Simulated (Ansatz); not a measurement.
**C₂H₇ClN₂Si: one species, many methods**

Aim: compute C₂H₇ClN₂Si with functionals from several rungs and with coupled cluster, and see how far each lands from CCSD(T) at the basis-set limit for the atomisation energy.

The runs use Ansatz 0.2.0, Gaussian basis; functionals in def2-TZVPP, the program's frozen cores in correlated methods.

Levels to be run: PBE-D4, r2SCAN-D4, PBE0-D4, B3LYP-D4, ωB97X-V, ωB97M-V, B2PLYP; CCSD(T)/def2-TZVPP; MP2/def2-QZVPP; extrapolation to the limit.

### 1 The relaxed structure

An earlier PBE0-D4 in a triple-zeta def2 set relaxation fixed the geometry.

SMILES `C=C[Si](N)(N)Cl`, 13 atoms, charge 0, spin multiplicity 1.

Atoms are counted from 1 here; the program's logs count them from 0.

Bond lengths: C1–C2 1.330 Å, C1–H7 1.086 Å, C1–H8 1.087 Å, C2–Si3 1.855 Å, C2–H9 1.091 Å, Si3–N4 1.700 Å, Si3–N5 1.703 Å, Si3–Cl6 2.078 Å, N4–H10 1.007 Å, N4–H11 1.008 Å, N5–H12 1.007 Å, N5–H13 1.006 Å. Angles: C2–C1–H7 121.4°, C2–C1–H8 122.1°, H7–C1–H8 116.5°, C1–C2–Si3 125.9°, C1–C2–H9 117.8°, Si3–C2–H9 116.3°, C2–Si3–N4 106.7°, C2–Si3–N5 118.2°, C2–Si3–Cl6 106.4°, N4–Si3–N5 106.3°, N4–Si3–Cl6 116.0°, N5–Si3–Cl6 103.7°, Si3–N4–H10 120.0°, Si3–N4–H11 119.9°, H10–N4–H11 111.8°, Si3–N5–H12 120.4°, Si3–N5–H13 120.8°, H12–N5–H13 112.5°.

### 2 PBE-D4 (GGA)

Contents of in.yaml:

```yaml
crystal:
  periodic: [false, false, false]
  atoms:
    - {symbol: C, position_ang: [0.047419, -1.864864, 1.364735]}
    - {symbol: C, position_ang: [0.453868, -0.661432, 0.972032]}
    - {symbol: Si, position_ang: [-0.218656, 0.298798, -0.465579]}
    - {symbol: N, position_ang: [-0.757520, 1.789153, 0.150430]}
    - {symbol: N, position_ang: [0.835048, 0.667494, -1.752124]}
    - {symbol: Cl, position_ang: [-1.669102, -0.900036, -1.346589]}
    - {symbol: H, position_ang: [-0.752869, -2.388138, 0.850371]}
    - {symbol: H, position_ang: [0.495533, -2.376929, 2.211849]}
    - {symbol: H, position_ang: [1.262836, -0.189831, 1.531537]}
    - {symbol: H, position_ang: [-1.211025, 1.829025, 1.048672]}
    - {symbol: H, position_ang: [-1.109429, 2.494538, -0.477213]}
    - {symbol: H, position_ang: [1.596205, 1.312478, -1.618187]}
    - {symbol: H, position_ang: [1.027672, -0.010247, -2.469944]}
basis:
  gaussian: {orbitals: def2-TZVPP}
hamiltonian: {xc: pbe, dispersion: d4}
output: {forces: true, orbitals: {seedname: orbitals}}
```

Command:

```console
> ansatz run in.yaml --threads 2 --pin off --events-out ev --progress --plain --max-ram 22528MiB --backend cuda --devices 0, --max-vram 18GiB
```

After this run come: r2SCAN-D4 (meta-GGA); PBE0-D4 (hybrid); B3LYP-D4 (hybrid); ωB97X-V (range-separated); ωB97M-V (range-separated); B2PLYP (double hybrid); CCSD(T) in def2-TZVPP; MP2 in def2-QZVPP.

Before running them: what should the planned runs give, taken together? Wanted: atomisation energy, CCSD(T)/CBS; farthest; mean size of error, hybrid; mean size of error, range-separated; gap, smallest and largest; T1 diagnostic; triples share of the correlation energy.

As calculated:

```
                               quantity                                  value
        atomisation energy, CCSD(T)/CBS                              51.652 eV
    functionals within 0.258 eV (0.5 %)  r2SCAN-D4, PBE0-D4, B3LYP-D4, ωB97X-V
                               farthest                     PBE-D4 (+0.998 eV)
             mean size of error, hybrid                               0.055 eV
    mean size of error, range-separated                               0.203 eV
              gap, smallest and largest   4.67 eV (PBE-D4), 11.71 eV (ωB97X-V)
                          T1 diagnostic                                 0.0102
triples share of the correlation energy                                  4.1 %
```

What this shows: PBE-D4 misses by +0.998 eV. Double hybrids carry the basis error of their MP2 part in triple zeta, and no dispersion term here, so their miss is partly the set-up's. Misses under about 0.258 eV are within the doubt on the reference itself, which lacks core-valence correlation, relativity and higher excitations. Hartree-Fock recovers 71 % of the binding; the rest is correlation. Orbital gaps span 4.7 to 11.7 eV; exact exchange widens them.
